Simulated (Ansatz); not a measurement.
Crystal: CrN2.

```
Cr N
1.0
     3.90179    0.00000    0.00000
     0.00000    4.80951    0.00000
     0.00000    0.00000    2.78417
Cr N
2 4
Cartesian
  0.0000 0.0000 0.0000
  1.9509 2.4048 1.3921
  3.3796 2.8317 0.0000
  0.5222 1.9778 0.0000
  1.4287 4.3825 1.3921
  2.4731 0.4270 1.3921
```

The cell comes from a database or a generator and needn't be the stable form of this composition.

Base run:

| Quantity | Value |
| --- | --- |
| Program | Ansatz 0.2.0 |
| Functional | PBEsol |
| Potentials or basis | Ansatz PAW |
| Cutoff | 420 eV (not typed: the program's choice for these potentials) |
| k mesh | 7 × 6 × 10 |
| Occupations | fermi-dirac, width 0.05 eV |
| Spin | no spin polarisation |

Its results: band gap on the k mesh none (metal or under the smearing width); pressure -17.8 GPa; largest force 0.146 eV/Å.

Q: The run is repeated on the same cell with these changes: spin from no spin polarisation to collinear spin, random start. What comes out?

A: Band gap on the k mesh none (metal or under the smearing width); pressure -10.1 GPa; net moment 4.23 μB per cell; site moments Cr +1.87; N -0.06 μB; largest force 0.064 eV/Å.

Caveats: the PAW data sets come from PBE, with cores solved anew for the run's functional, which leaves a small shift of forces and pressure.
